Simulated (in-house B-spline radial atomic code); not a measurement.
# La³²⁺: ionisation energy by several methods

How far do functionals differ on the ionisation energy of La³²⁺? Each run solves La³²⁺ and then the next ion ([Ar] 3d6).

The numbers are computed with in-house B-spline radial atomic code version 1 (scalar-relativistic (X2C), several functionals, spin-polarised; spherical all-electron atom at the radial basis limit), except any that are marked as measured or tabulated.

### Step 1. Starting point

* element: lanthanum (Z = 57)
* charge: +32
* electrons: 25
* configuration: [Ar] 3d7
* nucleus: Fermi, rms radius 4.855 fm

The outer shells:

[Ar] 3d7
```
[Ar] core
3d [↑↓][↑↓][↑ ][↑ ][↑ ]
```

Where spins are not typed, each open shell is filled with up spins first.

### Step 2. revTPSS

Settings, as recorded:

```ini
Z = 57
electrons = 25.0
configuration = [Ar] 3d7
hamiltonian = x2c
method = revtpss,revtpss
spin_polarised = True
nucleus = fermi
rms_radius = 4.855
mass_number = 139
atomic_mass = 138.906362927
speed_of_light = 137.035999084
```

### Step 3. RPBE

Settings: those of step 2 with these lines changed.

```diff
@@ -4,3 +4,3 @@
 hamiltonian = x2c
-method = revtpss,revtpss
+method = rpbe,pbe
 spin_polarised = True
```

### Step 4. AM05

Settings: those of step 3 with these lines changed.

```diff
@@ -4,3 +4,3 @@
 hamiltonian = x2c
-method = rpbe,pbe
+method = am05
 spin_polarised = True
```

Before running: The tabulated ionisation energy is 2069 ± 4 eV (tabulated theoretical; NIST Atomic Spectra Database). What does each method give, and which comes nearest?

**Answer**, as computed:

| method | rung | total energy (hartree) | ΔSCF (eV) | −ε highest (eV) | ΔSCF less tabulated (eV) |
| --- | --- | --- | --- | --- | --- |
| RPBE | GGA | -7847.8899 | 2070.03 | 2025.40 (3d down) | +1.03 |
| AM05 | GGA | -7841.0259 | 2070.03 | 2025.34 (3d down) | +1.03 |
| revTPSS | meta-GGA | -7846.6024 | 2068.94 | 2024.50 (3d down) | -0.06 |

**Reading.** The tabulated ionisation energy is 2069 ± 4 eV (tabulated theoretical; NIST Atomic Spectra Database). revTPSS comes nearest (-0.06 eV) and RPBE is farthest (+1.03 eV, 0.050 %). The table's own uncertainty is as large as these misses, so the order means little. Relativistic terms that these runs lack can be as large as the gaps between close methods, so the nearest may be so by luck. Spin-orbit coupling is left out. Open shells are averaged (over orientations, and over spins where the run is restricted), while tables refer to the lowest levels.

Members of this set that are not shown: 4 used exact exchange with fractional occupations of an open shell, which is unsound here.
